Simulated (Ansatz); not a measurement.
# MoPd (P-6m2) in Ansatz: equation of state

Aim: energy against volume of MoPd in PBE, for its equilibrium volume and stiffness.

Everything below comes from runs of Ansatz 0.2.0. Logs are shortened: lines on timing, memory, paths and dates and some standing lists are left out, and cuts for length are marked.

## 1. The structure

The structure is hexagonal, space group P-6m2 (No. 187). Conventional cell: a = 2.794 Å, b = 2.794 Å, c = 4.566 Å, α = 90.00°, β = 90.00°, γ = 120.00°. Pd (site symmetry -6m2) has 6 Pd at 2.79 Å and 6 Mo at 2.80 Å as nearest neighbours. Around Mo (site symmetry -6m2) lie 6 Mo at 2.79 Å and 6 Pd at 2.80 Å.

The cell comes from a database or a generator and needn't be the stable form of this composition.

## 2. Equation of state, PBE

Potentials or basis: all-electron LAPW, scalar-relativistic.

No new run: the results of the series are fitted here.

What came out:

```
Equilibrium volume                        : 15.30 Å³/atom
Bulk modulus at fixed shape and positions : 225 GPa
Pressure derivative of the bulk modulus   : 4.8
```

Energy against volume, from the lowest point:
| volume (Å³/atom) | energy (meV/atom) |
| --- | --- |
| 14.508 | 31.06 |
| 14.817 | 10.56 |
| 15.126 | 0.59 |
| 15.434 | 0.00 |
| 15.743 | 7.75 |
| 16.052 | 22.92 |
| 16.361 | 44.67 |

Caveat: the cell was scaled at fixed shape and fractional positions, which overstates the stiffness of a crystal with free parameters, most of all of layers and chains.
